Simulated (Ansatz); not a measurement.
**TaRu (Pm-3m): relaxation followed by a look at the electronic structure**

A script is to give a relaxation followed by a look at the electronic structure; the system is TaRu (Pm-3m).

Program: the Python package of Ansatz 0.2.0. Level of theory: DFT PBEsol, plane waves, PAW. These are calculated values, not measurements.

## 1. The structure

It takes space group Pm-3m (No. 221, cubic). Conventional cell: a = 3.187 Å, b = 3.187 Å, c = 3.187 Å, α = 90.00°, β = 90.00°, γ = 90.00°. Ta (site symmetry m-3m) has 8 Ru at 2.76 Å as nearest neighbours. Ru (site symmetry m-3m) is surrounded by 8 Ta at 2.76 Å.

The script holds or builds the structure itself.

## 2. Script

taru.py reads:

```python
"""From the given cell of TaRu to a relaxed cell, its gap and its density of states."""

import warnings

import ansatz as az
import numpy as np
from pymatgen.core import Lattice, Structure
from pymatgen.io.ase import AseAtomsAdaptor

XC = "pbesol"
SMEARING = "gaussian"
WIDTH_EV = 0.05
SCF_TOL = 1e-08


def count_gap(report):
    # lowest empty less highest filled band, counting bands; zero where they overlap
    return max(report.get("gap_by_band_count_ev") or 0.0, 0.0)


def with_settings(crystal, spacing):
    return (
        crystal.calculation()
        .functional(XC)
        .pseudopotentials("paw")
        .occupations(SMEARING, width=WIDTH_EV)
        .scf(tolerance=SCF_TOL)
        .kpoints(spacing=spacing)
    )

warnings.simplefilter("ignore", az.DeckWarning)

pmg_structure = Structure(
    Lattice([(3.187, 0.0, 0.0), (0.0, 3.187, 0.0), (0.0, 0.0, 3.187)]),
    ["Ta", "Ru"],
    [
        (0.5, 0.5, 0.5),
        (0.0, 0.0, 0.0),
    ],
)
structure = az.Crystal.from_ase(AseAtomsAdaptor.get_atoms(pmg_structure))

relaxed = with_settings(structure, 0.34).relax(cell=True, force_tolerance=0.02, max_steps=40).checkpoint(write="relax.run").run(threads=1, pin="off")
cell = np.asarray(relaxed.lattice.cell_ang)
print("relaxed edges (A):", np.linalg.norm(cell, axis=1).round(4), " volume:", round(abs(np.linalg.det(cell)), 3), "A^3")
for site in relaxed.lattice.sites:
    print(" ", site.symbol, np.round(site.position_frac, 4) + 0.0)

final = az.Crystal.from_checkpoint("relax.run")
out = with_settings(final, 0.26).functional("pbesol").stress().band_table().density_of_states(energy_step=0.05).run(threads=1, pin="off")
rep = out.report
dos = out.density_of_states()
print(f"pressure at the relaxed cell {np.trace(rep['stress_gpa']) / 3:.3f} GPa, gap by band count {count_gap(rep):.3f} eV")
if count_gap(rep) == 0:
    print("states/eV at the Fermi level:", round(float(np.interp(dos.fermi_ev, dos.energies_ev, dos.spin_summed_g_bin_mean_per_ev)), 3))
```

## 3. What the engine is handed

The package turns the script's settings into the engine's input (first run):

```yaml
crystal:
  lattice:
    - [3.187, 0.0, 0.0]
    - [0.0, 3.187, 0.0]
    - [0.0, 0.0, 3.187]
  atoms:
    - { symbol: Ta, position: [0.5, 0.5, 0.5] }
    - { symbol: Ru, position: [0.0, 0.0, 0.0] }
kpoints:
  mp_grid:
    kspacing: 0.34
hamiltonian:
  xc: pbesol
  pseudopotentials:
    kind: paw
scf:
  convergence:
    dr2_threshold: 1.0e-08
  occupations:
    method: gaussian
    width: 0.05
relax:
  f_tol: 0.02
  max_steps: 40
  cell: {}
checkpoint:
  write: relax.run
```

## 4. Launch

Launch:

```
$ python taru.py
```

Q: Predict the main results. Wanted: moves of the relaxation of run 1; energy gained in run 1; last largest force component of run 1; relaxed conventional cell of run 1; space group at the end of run 1.

The runs gave:

| quantity | value |
| --- | --- |
| runs compared | 2 |
| moves of the relaxation of run 1 | 3 |
| energy gained in run 1 (ahead of the last change of basis) | 25.9 meV/atom |
| last largest force component of run 1 | 0.0000 eV/Å |
| relaxed conventional cell of run 1 | a = 3.140 Å, b = 3.140 Å, c = 3.140 Å, α = 90.00°, β = 90.00°, γ = 90.00° |
| space group at the end of run 1 | Pm-3m |

What this shows: In run 1, over 3 moves the cell shrank by 4.4 % in volume, and the space group stayed Pm-3m. What to keep in mind:
- Only differences from the Fermi energy are physical; the zero of the scale is a convention.
- The program warned that this SCF threshold is loose for forces or stresses.
- Where the second run takes another functional or mesh than the relaxation, its pressure isn't zero; pressure is positive in compression.
- The computed bands are complete only to about 2.4 eV above the Fermi level; beyond that the density of states is undercounted. Spin-orbit coupling is left out, though heavy elements are present.
